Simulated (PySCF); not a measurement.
# C₄H₉B₂F: a tour of settings, part 2 of 2

PySCF 2.14.0. Atoms count from 0. Earlier steps stand in the parts before.

## Step 5: Indirect couplings: BLYP/def2-SVPD

What the job is given:

```
{"job": {"kind": "j", "xc": "BLYP", "basis": "def2-SVPD", "scf": {"guess": "huckel"}}, "charge": 0, "multiplicity": 1}
C      1.745304    -1.614398    -0.370685
C      0.944989    -0.543491    -0.318977
C      1.510137     0.773746     0.139151
B     -0.552437    -0.661585    -0.718824
C     -1.525127     0.584739    -0.693838
B     -2.197415     0.628576     0.724198
F     -1.585976     1.264602     1.707767
H      2.789583    -1.573577    -0.095079
H      1.381960    -2.575847    -0.693428
H      1.460587     1.502419    -0.669320
H      2.548087     0.675757     0.451254
H      0.927953     1.162072     0.972230
H     -0.980298    -1.709133    -1.024245
H     -2.287857     0.475330    -1.462027
H     -0.972141     1.507829    -0.860256
H     -3.214946     0.111905     1.004484
```

Method: BLYP/def2-SVPD indirect spin-spin coupling, non-relativistic, gas phase.

The program printed:

```text
final grid: 127200 points
cycle   1  E = -298.8702013253  dE =  5.312e+00  |g| = 5.092e+00  |ddm| = 1.481e+01
cycle   2  E = -212.5734321546  dE =  8.630e+01  |g| = 1.404e+01  |ddm| = 4.493e+02
cycle   3  E = -300.6796222826  dE = -8.811e+01  |g| = 4.533e+00  |ddm| = 4.762e+02
cycle   4  E = -295.6476992331  dE =  5.032e+00  |g| = 4.289e+00  |ddm| = 1.654e+02
cycle   5  E = -306.8440462606  dE = -1.120e+01  |g| = 8.811e-01  |ddm| = 9.829e+00
cycle   6  E = -306.8320401249  dE =  1.201e-02  |g| = 9.564e-01  |ddm| = 3.150e+00
cycle   7  E = -307.0625888230  dE = -2.305e-01  |g| = 1.813e-01  |ddm| = 1.551e+00
cycle   8  E = -307.0666053338  dE = -4.017e-03  |g| = 1.381e-01  |ddm| = 5.196e-01
cycle   9  E = -307.0720781446  dE = -5.473e-03  |g| = 2.722e-02  |ddm| = 2.466e-01
cycle  10  E = -307.0722258496  dE = -1.477e-04  |g| = 1.003e-02  |ddm| = 5.922e-02
cycle  11  E = -307.0722543789  dE = -2.853e-05  |g| = 2.079e-03  |ddm| = 2.271e-02
cycle  12  E = -307.0722555294  dE = -1.150e-06  |g| = 5.237e-04  |ddm| = 6.498e-03
cycle  13  E = -307.0722556068  dE = -7.748e-08  |g| = 1.665e-04  |ddm| = 1.360e-03
cycle  14  E = -307.0722556134  dE = -6.556e-09  |g| = 5.474e-05  |ddm| = 4.425e-04
cycle  15  E = -307.0722556141  dE = -6.634e-10  |g| = 2.242e-05  |ddm| = 1.161e-04
converged SCF energy = -307.0722556141

Indirect spin-spin couplings (Hz)
  i      j    bonds     total        FC       PSO       DSO        SD
  0 C    1 C    1    154.496   162.877    -8.543     0.162         -
  0 C    2 C    2      1.053     1.412    -0.317    -0.041         -
  0 C    3 B    2      8.465     7.541     0.295    -0.039     0.668
  0 C    4 C    3      5.258     5.027     0.286    -0.054         -
  0 C    5 B    4      1.575     1.581    -0.020    -0.042     0.057
  0 C    6 F    5      1.005     0.974    -0.065    -0.121     0.217
  0 C    7 H    1    200.194   199.704    -0.127     0.617         -
  0 C    8 H    1    203.692   203.227    -0.139     0.604         -
  0 C    9 H    3      8.170     8.404     0.140    -0.373         -
  0 C   10 H    3      8.606     8.947    -0.376     0.034         -
  0 C   11 H    3      9.298     9.520     0.169    -0.390         -
  0 C   12 H    3      4.927     4.920     0.009    -0.003         -
  0 C   13 H    4      0.628     0.690     0.191    -0.253         -
  0 C   14 H    4      0.468     0.446     0.252    -0.230         -
  1 C    2 C    1     79.379    80.291    -1.120     0.208         -
  1 C    3 B    1    122.749   123.920    -1.640     0.257     0.212
  1 C    4 C    2      3.201     3.279    -0.113     0.035         -
  1 C    5 B    3     -0.551    -0.564    -0.002     0.023    -0.009
  1 C    6 F    4     -1.501    -1.388    -0.059     0.060    -0.114
  1 C    7 H    2     -5.280    -3.368    -1.438    -0.473         -
  1 C    8 H    2     -0.404     1.476    -1.425    -0.455         -
  1 C    9 H    2     -8.695    -8.667     0.045    -0.073         -
  1 C   10 H    2     -5.656    -5.272    -0.223    -0.160         -
  1 C   11 H    2     -8.173    -8.083    -0.045    -0.045         -
  1 C   12 H    2      5.356     5.822    -0.430    -0.036         -
  1 C   13 H    3      4.847     4.976     0.105    -0.234         -
  1 C   14 H    3      4.915     4.995    -0.252     0.172         -
  1 C   15 H    4     -0.177    -0.138     0.083    -0.122         -
  2 C    3 B    2      5.974     5.992     0.018    -0.011    -0.024
  2 C    4 C    3      2.447     2.480    -0.059     0.026         -
  2 C    6 F    5      6.172     6.126    -0.122     0.089     0.079
  2 C    7 H    3      9.959    10.112    -0.147    -0.006         -
  2 C    8 H    3     13.943    14.191     0.254    -0.502         -
  2 C    9 H    1    158.586   156.810     1.059     0.718         -
  2 C   10 H    1    164.845   163.132     1.015     0.698         -
  2 C   11 H    1    163.456   161.772     0.936     0.748         -
  2 C   12 H    3      4.000     4.132     0.192    -0.324         -
  2 C   13 H    4      0.252     0.313     0.186    -0.248         -
  2 C   14 H    4      0.470     0.346    -0.190     0.314         -
  2 C   15 H    5      0.312     0.372     0.133    -0.193         -
  3 B    4 C    1     73.343    75.625    -2.517     0.217     0.018
  3 B    5 B    2      1.182     0.426     0.385     0.087     0.284
  3 B    6 F    3     10.718     6.657     2.186    -0.051     1.926
  3 B    7 H    3     11.481    11.710     0.389    -0.579    -0.040
  3 B    8 H    3      6.443     6.414    -0.038     0.064     0.004
  3 B    9 H    3      1.422     1.575    -0.098    -0.038    -0.018
  3 B   10 H    3      7.858     7.974     0.391    -0.519     0.013
  3 B   11 H    3      1.560     1.711    -0.160     0.033    -0.024
  3 B   12 H    1    176.836   177.274    -1.794     0.804     0.551
  3 B   13 H    2     -8.375    -7.738    -0.487    -0.182     0.032
  3 B   14 H    2     -8.323    -7.706    -0.509    -0.141     0.033
  3 B   15 H    3     -0.154    -0.183     0.130    -0.091    -0.010
  4 C    5 B    1     87.406    89.287    -2.186     0.258     0.046
  4 C    6 F    2     25.164    36.414   -11.018    -0.084    -0.147
  4 C    7 H    4      1.650     1.703     0.208    -0.260         -
  4 C    8 H    4      0.460     0.458     0.163    -0.161         -
  4 C    9 H    4      0.699     0.691    -0.139     0.146         -
  4 C   10 H    4      0.921     0.996     0.195    -0.270         -
  4 C   11 H    4      0.413     0.376    -0.154     0.191         -
  4 C   12 H    2      6.490     7.018    -0.438    -0.090         -
  4 C   13 H    1    165.802   163.498     1.542     0.763         -
  4 C   14 H    1    156.792   154.472     1.470     0.850         -
  4 C   15 H    2     17.881    18.261    -0.223    -0.157         -
  5 B    6 F    1   -190.265  -133.495   -54.839     0.539    -2.470
  5 B    7 H    5     -0.585    -0.510     0.161    -0.235    -0.001
  5 B    8 H    5     -0.540    -0.502     0.088    -0.118    -0.008
  5 B    9 H    5     -0.310    -0.232     0.048    -0.108    -0.018
  5 B   11 H    5     -0.283    -0.196    -0.215     0.151    -0.023
  5 B   12 H    3     -0.223    -0.317     0.069     0.019     0.007
  5 B   13 H    2     -9.347    -8.835    -0.481    -0.078     0.047
  5 B   14 H    2     -9.069    -8.684    -0.346    -0.074     0.035
  5 B   15 H    1    210.225   209.915    -1.382     1.049     0.642
  6 F    7 H    6     -0.300    -0.088     0.356    -0.511    -0.056
  6 F    9 H    6     -0.675    -0.156    -0.358    -0.120    -0.042
  6 F   10 H    6      0.299     0.459     0.281    -0.489     0.047
  6 F   11 H    6      3.072     3.270    -2.106     1.703     0.205
  6 F   12 H    4      0.357     0.081     0.855    -0.766     0.187
  6 F   13 H    3     32.681    37.289    -2.614    -1.672    -0.322
  6 F   14 H    3     21.487    24.778    -3.015     0.053    -0.329
  6 F   15 H    2     73.917    82.340    -7.726    -1.307     0.611
  7 H    8 H    2     -0.308     0.487     2.593    -3.388         -
  7 H    9 H    4     -2.211    -1.894     0.769    -1.085         -
  7 H   10 H    4      0.234    -0.220    -1.213     1.668         -
  7 H   11 H    4     -2.052    -1.707     0.842    -1.187         -
  7 H   12 H    4      0.185     0.621     1.032    -1.469         -
  7 H   13 H    5     -0.463    -0.138     0.793    -1.118         -
  7 H   14 H    5     -0.327    -0.091     0.649    -0.885         -
  7 H   15 H    6     -0.259    -0.033     0.535    -0.761         -
  8 H    9 H    4     -2.291    -1.763     1.173    -1.701         -
  8 H   10 H    4     -0.272     0.335     1.097    -1.703         -
  8 H   11 H    4     -1.855    -1.333     1.161    -1.682         -
  8 H   12 H    4      0.709     0.328    -0.825     1.206         -
  8 H   13 H    5     -0.371    -0.208     0.458    -0.621         -
  8 H   14 H    5     -0.436    -0.182     0.679    -0.933         -
  9 H   10 H    2    -11.652   -11.221     2.050    -2.480         -
  9 H   11 H    2    -14.545   -14.197     1.897    -2.245         -
  9 H   12 H    4     -0.517    -0.105     0.725    -1.137         -
  9 H   14 H    5      0.433    -0.170    -1.719     2.322         -
  9 H   15 H    6     -0.244     0.019     0.634    -0.897         -
 10 H   11 H    2    -11.276   -10.843     1.977    -2.409         -
 10 H   12 H    4      0.458     0.895     0.994    -1.431         -
 10 H   13 H    5     -0.350     0.013     0.986    -1.349         -
 10 H   14 H    5     -0.154     0.056     0.648    -0.858         -
 10 H   15 H    6     -0.237     0.043     0.712    -0.992         -
 11 H   12 H    4     -0.382     0.021     0.666    -1.069         -
 11 H   13 H    5     -0.299    -0.011     0.777    -1.064         -
 11 H   14 H    5      0.376    -0.037    -1.102     1.515         -
 11 H   15 H    6     -0.279    -0.036     0.413    -0.656         -
 12 H   13 H    3      4.393     4.417    -0.009    -0.015         -
 12 H   14 H    3      4.803     5.596     1.093    -1.886         -
 12 H   15 H    4      0.374     0.350     0.067    -0.044         -
 13 H   14 H    2     -3.741    -3.550     2.135    -2.327         -
 13 H   15 H    3      2.442     2.491     0.128    -0.178         -
 14 H   15 H    3      1.295     2.022     1.222    -1.949         -
```

Wall time 49 s (1 thread of Intel Xeon Platinum 8488C, shared host); peak memory 0.68 GiB.

This basis has no tight s functions, so the Fermi-contact terms are rough.

Beyond four bonds or across contacts, the largest of 1 Hz or more: C2–F6 6.2 Hz, F6–H11 3.1 Hz, C0–F6 1.0 Hz.

Couplings of 1 Hz or more over one to four bonds, nine at most for each number, with means over like pairs (isotopes 11B, 13C, 19F, 1H):

```
  pair  bonds  J (Hz)  Fermi contact (Hz)  dihedral (°)
B5–H15      1   210.2               209.9             –
 C0–H8      1   203.7               203.2             –
 C0–H7      1   200.2               199.7             –
 B5–F6      1  -190.3              -133.5             –
B3–H12      1   176.8               177.3             –
 C2–H9      1   162.3               160.6             –
C4–H13      1   161.3               159.0             –
 C0–C1      1   154.5               162.9             –
 C1–B3      1   122.7               123.9             –
F6–H15      2    73.9                82.3             –
 C4–F6      2    25.2                36.4             –
C4–H15      2    17.9                18.3             –
H9–H10      2   -12.5               -12.1             –
B5–H13      2    -9.2                -8.8             –
 C0–B3      2     8.5                 7.5             –
B3–H13      2    -8.3                -7.7             –
 C1–H9      2    -7.5                -7.3             –
C4–H12      2     6.5                 7.0             –
F6–H13      3    27.1                31.0             –
 C2–H8      3    13.9                14.2          -180
 B3–H7      3    11.5                11.7          -180
 B3–F6      3    10.7                 6.7            87
 C2–H7      3    10.0                10.1             0
 C0–H9      3     8.7                 9.0             –
 B3–H8      3     6.4                 6.4             0
 C0–C4      3     5.3                 5.0          -179
C0–H12      3     4.9                 4.9             2
 C4–H7      4     1.6                 1.7             –
 C0–B5      4     1.6                 1.6             –
 C1–F6      4    -1.5                -1.4             –
 H8–H9      4    -1.5                -0.9             –
 H7–H9      4    -1.3                -1.3             –
```

The spin-dipole term was solved for some atoms only; pairs without it lack that part.

Quadrupole couplings from the field gradients of the same density:

```
atom  isotope  eQq/h (MHz)     η
  B3      11B        4.680  0.07
  B5      11B        3.950  0.58
```

Joined with the shifts from before (PBE0/def2-SVP, unscaled), the couplings predict the line list below for 400 MHz. Couplings to quadrupolar nuclei are left out.

1H NMR δ 7.18 (br, 1H), 6.52 (q, J = 1.3 Hz, 1H), 6.14 (q, J = 1.5 Hz, 1H), 5.59 (br, 1H), 2.52 (m, 2H), 2.19 (t, J = 1.4 Hz, 3H).

## Step 6: Shielding tensors: PBE0/pcSseg-0

Same as in step 5 but for these lines:

```diff
@@ -1,2 +1,2 @@
-{"job": {"kind": "j", "xc": "BLYP", "basis": "def2-SVPD", "scf": {"guess": "huckel"}}, "charge": 0, "multiplicity": 1}
+{"job": {"kind": "nmr", "xc": "PBE0", "basis": "pcSseg-0", "pop": true}, "charge": 0, "multiplicity": 1}
 C      1.745304    -1.614398    -0.370685
```

With the program's defaults for keys left out, this is: GIAO PBE0/pcSseg-0 NMR shielding, non-relativistic, gas phase.

The program printed:

```text
coarse grid: 13184 points
cycle   1  E = -306.3792768218  dE =  4.993e-01  |g| = 4.712e-01  |ddm| = 3.748e+00
cycle   2  E = -306.3599102459  dE =  1.937e-02  |g| = 6.089e-01  |ddm| = 1.168e+00
cycle   3  E = -306.4279859952  dE = -6.808e-02  |g| = 7.294e-02  |ddm| = 6.807e-01
cycle   4  E = -306.4289622265  dE = -9.762e-04  |g| = 2.602e-02  |ddm| = 9.128e-02
cycle   5  E = -306.4291109900  dE = -1.488e-04  |g| = 8.247e-03  |ddm| = 2.997e-02
cycle   6  E = -306.4291286153  dE = -1.763e-05  |g| = 1.863e-03  |ddm| = 1.116e-02
cycle   7  E = -306.4291294857  dE = -8.704e-07  |g| = 4.045e-04  |ddm| = 2.747e-03
final grid: 127200 points
cycle   8  E = -306.3828635280  dE = -3.211e-05  |g| = 7.564e-03  |ddm| = 3.367e-02
cycle   9  E = -306.3828608494  dE =  2.679e-06  |g| = 8.702e-03  |ddm| = 1.756e-02
cycle  10  E = -306.3828756165  dE = -1.477e-05  |g| = 8.557e-04  |ddm| = 9.271e-03
cycle  11  E = -306.3828757615  dE = -1.450e-07  |g| = 1.643e-04  |ddm| = 9.514e-04
cycle  12  E = -306.3828757667  dE = -5.205e-09  |g| = 6.615e-05  |ddm| = 2.085e-04
cycle  13  E = -306.3828757677  dE = -1.026e-09  |g| = 3.118e-05  |ddm| = 1.082e-04
cycle  14  E = -306.3828757680  dE = -2.527e-10  |g| = 3.721e-06  |ddm| = 3.634e-05
converged SCF energy = -306.3828757680

GIAO shielding tensors (ppm)
atom      isotropic    diamagn.    paramagn.     s11        s22        s33       span
  0 C       33.701     256.272    -222.571    -77.803     34.692    144.215    222.018
  1 C       32.732     265.033    -232.301    -89.787     -2.703    190.685    280.472
  2 C      167.190     249.214     -82.024    153.797    159.621    188.152     34.355
  3 B       28.931     186.317    -157.387    -33.381      1.311    118.862    152.243
  4 C      148.183     266.449    -118.266     76.748    165.850    201.953    125.205
  5 B       45.648     185.810    -140.162    -23.457     68.643     91.758    115.215
  6 F      144.810     472.583    -327.773    -69.309     -4.510    508.249    577.558
  7 H       26.331      31.194      -4.863     22.978     26.425     29.590      6.612
  8 H       26.745      30.966      -4.221     23.886     26.542     29.808      5.922
  9 H       30.757      31.282      -0.525     27.281     29.764     35.225      7.944
 10 H       31.159      32.577      -1.418     27.280     30.176     36.021      8.741
 11 H       30.374      30.994      -0.620     25.432     30.266     35.423      9.990
 12 H       25.228      31.291      -6.063     20.606     27.170     27.906      7.300
 13 H       30.468      32.139      -1.671     27.899     29.236     34.270      6.371
 14 H       30.841      34.952      -4.112     27.363     31.421     33.739      6.376
 15 H       26.474      28.260      -1.786     24.397     25.410     29.614      5.217
```

Wall time 7.5 s (1 thread of Intel Xeon Platinum 8488C, shared host); peak memory 0.53 GiB.

This run: δ C1 163.1, C0 162.1, C4 47.6, C2 28.6, H12 8.07, H7 6.96 ppm.

## Step 7: Side by side: NMR shifts

Isotropic shieldings (ppm) of some atoms, chosen among heavy atoms and hydrogens apart, means over like atoms, with basis size and wall time:

```
                   run    C1    C0    H13     H9    B3    B5     F6  functions   time
         PBE0/def2-SVP  44.5  50.3  29.28  29.61  40.2  59.0  189.4        143   24 s
        PW91/def2-SVPD  37.0  49.6  28.85  29.46  35.3  53.0  173.5        215   47 s
BP86/3-21G in methanol  68.6  74.0  30.21  30.48  58.9  73.4  166.9         81  9.2 s
         PBE0/pcSseg-0  32.7  33.7  30.65  30.76  28.9  45.6  144.8         81  7.5 s
```

## Step 8: Summary of results

The summary covers parts 1 to 2.

```
                                                                  quantity                                   value
                                    13C shifts against TMS (PBE0/def2-SVP)            151.7, 145.8, 40.2, 24.7 ppm
    1H shifts against TMS (PBE0/def2-SVP, means over atoms taken as alike)  7.18, 6.52, 6.14, 5.59, 2.52, 2.19 ppm
                               11B shifts against BF3·OEt2 (PBE0/def2-SVP)                          69.7, 51.0 ppm
                                  19F shifts against CFCl3 (PBE0/def2-SVP)                                19.4 ppm
potential on the surface of density 0.002 e/bohr³, 1st and 99th percentile                      -0.73 V and 1.29 V
                            largest coupling of the table (BLYP/def2-SVPD)                1J(B,H) B5–H15, 210.2 Hz
                                              range of the shielding of F6                      144.8 to 189.4 ppm
```

In words: Single values in the summary come from the first sound run of each kind (PBE0/def2-SVP; BLYP/def2-SVPD), which need not be the best level. At PBE0/def2-SVP: The widest tensor belongs to F6: span 472 ppm, with a paramagnetic part of -273 ppm. By nearest atom (PBE0/def2-SVP), the HOMO sits on C0, C1 about 34 % each and the LUMO on B3 35 %; C0 18 %. In the run at BLYP/def2-SVPD, the largest coupling of the table is B5–H15, 210.2 Hz, of which the Fermi-contact term gives 209.9 Hz. Couplings across rotatable bonds belong to this one conformer; where others are populated, the observed values are averages. Across the 4 runs the shielding of F6 moves most, between 144.8 (PBE0/pcSseg-0) and 189.4 ppm (PBE0/def2-SVP). Couplings from bases without tight functions are rough.
